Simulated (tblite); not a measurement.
# C5H7Cl3Si: the cost of one run

Programs: tblite 0.8.0 and PySCF 2.14.0, with density-fitted response routines of our own. Each step states its level of theory. These are calculated values for one molecule in the gas phase, unless marked as measured. Atoms are numbered from 0 throughout.

## 1. The molecule as given

16 atoms, charge 0, multiplicity 1; geometry from: force field or distance geometry start.

Bonds of the start (Å): Cl0–C1 1.79, C1–Si2 1.85, Si2–C3 1.70, C3–C4 1.31, C4–C5 1.44, C5–C6 1.50, C6–Cl7 1.78, C6–Cl8 1.78, C5–C3 1.44, C1–H9 1.08, C1–H10 1.09, Si2–H11 1.49, Si2–H12 1.48, C4–H13 1.06, C5–H14 1.08, C6–H15 1.11.

## 2. Relaxing the molecule with GFN2-xTB

Job settings and geometry (Å):

```
{"job": {"kind": "relax", "xc": "GFN2-xTB", "basis": "xTB"}, "charge": 0, "multiplicity": 1}
Cl    -1.758600     1.182600     1.856900
C     -2.074300     1.185400     0.093100
Si    -1.575800    -0.448700    -0.614100
C      0.030600    -0.925200    -0.350000
C      0.929100    -1.804600     0.015600
C      1.405800    -0.511900    -0.392700
C      1.986300     0.447200     0.603700
Cl     1.752600     2.110300     0.017100
Cl     3.729600     0.113800     0.793000
H     -1.503600     2.006000    -0.326100
H     -3.135300     1.387200    -0.049200
H     -2.520400    -1.494500    -0.119400
H     -1.839200    -0.385800    -2.071000
H      1.178300    -2.781600     0.342900
H      1.868500    -0.441100    -1.366600
H      1.518900     0.369800     1.608600
```

Run with:

```bash
> OMP_NUM_THREADS=1 python probes_run.py task.json out
```

This one command runs all jobs of the session in turn.

Q: Estimate the wall time and peak memory of this first job on 1 thread of Arm Neoverse N1, shared host.

About 1.6 s, with a peak of 0.18 GiB.
